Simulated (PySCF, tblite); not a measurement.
# H6InNO3Si, a small molecule taken as a stand-in for a surface group (indium oxide monomer): infrared bands, NMR shifts and core binding energies

What infrared bands, NMR shifts and core binding energies should one expect for `N[SiH2][O][In]([OH])[OH]`?

Programs: tblite 0.8.0 and PySCF 2.14.0. All values are calculated, for the isolated system unless a continuum is named. Atoms count from 0, parts from 1.

1 further run of the same task is left out (for a known fault of the program).

## (1) The system as given

12 atoms, charge 0, multiplicity 1; geometry: distance geometry start.

## (2) Geometry optimisation with GFN2-xTB

The job: settings as JSON, then the geometry in Å.

```
{"job": {"kind": "relax", "xc": "GFN2-xTB", "basis": "xTB"}, "charge": 0, "multiplicity": 1}
O      1.410958    -1.773849    -2.235296
In     0.898338    -0.947754    -0.417419
O      2.204250    -1.328287     1.172571
O      0.057386     0.942308    -0.488255
Si    -1.276093     1.434634    -1.548986
N     -2.067868    -0.039402    -2.242982
H      0.817625    -1.934509    -2.977428
H      1.958259    -1.711294     2.008343
H     -2.230637     2.165499    -0.796213
H     -0.764196     2.242359    -2.595334
H     -1.668435    -0.416568    -3.100451
H     -2.374193    -0.759440    -1.561801
```

With the program's defaults for keys left out, this is: GFN2-xTB geometry optimisation, gas phase.

Launch:

```
> OMP_NUM_THREADS=1 python cluster_run.py task.json out
```

The driver reads the jobs from task.json and runs them one after another.

**Question.** The jobs that follow are: GFN2-xTB harmonic vibrations, gas phase; PBE0-D3(BJ)/def2-SVP geometry optimisation, gas phase; GIAO PBE0/pcSseg-1 In:def2-SVP NMR shielding, non-relativistic, gas phase; delta-SCF UKS SCAN, pcX-2 on the ionised atom, pcseg-1 elsewhere (x2c-SVPall past Kr), spin-free X2C. Predict: strongest single infrared mode (GFN2-xTB); point group; rotational constants (main isotopes); ¹H shifts against TMS (PBE0/def2-SVP+pcSseg-1); ¹⁷O shifts against H2O (PBE0/def2-SVP+pcSseg-1); ²⁹Si shifts against TMS (PBE0/def2-SVP+pcSseg-1); ¹⁵N shifts against NH3 (PBE0/def2-SVP+pcSseg-1); O1s binding energies, SCAN/pcX-2 (standing for 2 of 3 atoms).

The runs gave:

| quantity | value |
| --- | --- |
| strongest single infrared mode (GFN2-xTB) | 2266 cm⁻¹ |
| point group | Cs |
| rotational constants (main isotopes) | 2.84, 1.29, 1.13 GHz |
| ¹H shifts against TMS (PBE0/def2-SVP+pcSseg-1) | 5.15, 5.14, 2.25, 2.25, 0.66, 0.66 ppm |
| ¹⁷O shifts against H2O (PBE0/def2-SVP+pcSseg-1) | 130.1, 21.4, 20.9 ppm |
| ²⁹Si shifts against TMS (PBE0/def2-SVP+pcSseg-1) | -22.3 ppm |
| ¹⁵N shifts against NH3 (PBE0/def2-SVP+pcSseg-1) | 62.8 ppm |
| O1s binding energies, SCAN/pcX-2 (standing for 2 of 3 atoms) | O2 537.17, O0 537.16 eV |

**Reading.** On relaxing, metal atoms bound new neighbours (In1–N5). No mode is imaginary at GFN2-xTB; the softest lies at 75 cm⁻¹. Over 10 steps the energy fell by 0.212 eV; of the close pairs, In1–N5 changed most, 2.273 to 2.376 Å (PBE0/def2-SVP). At PBE0/def2-SVP+pcSseg-1: Shielding is most anisotropic at O3 (span 225 ppm, paramagnetic term -190 ppm). The O1s levels computed lie within 0.01 eV of one another, too close to rank. Only 2 of the 3 O atoms are covered by sound results. Spin-orbit coupling is left out, which matters for shieldings and couplings at and beside the heavy atoms. A capped cluster stands for the solid here, so long-range fields and strain are missing, and bands or shifts of the capping hydrogens have no counterpart in it.
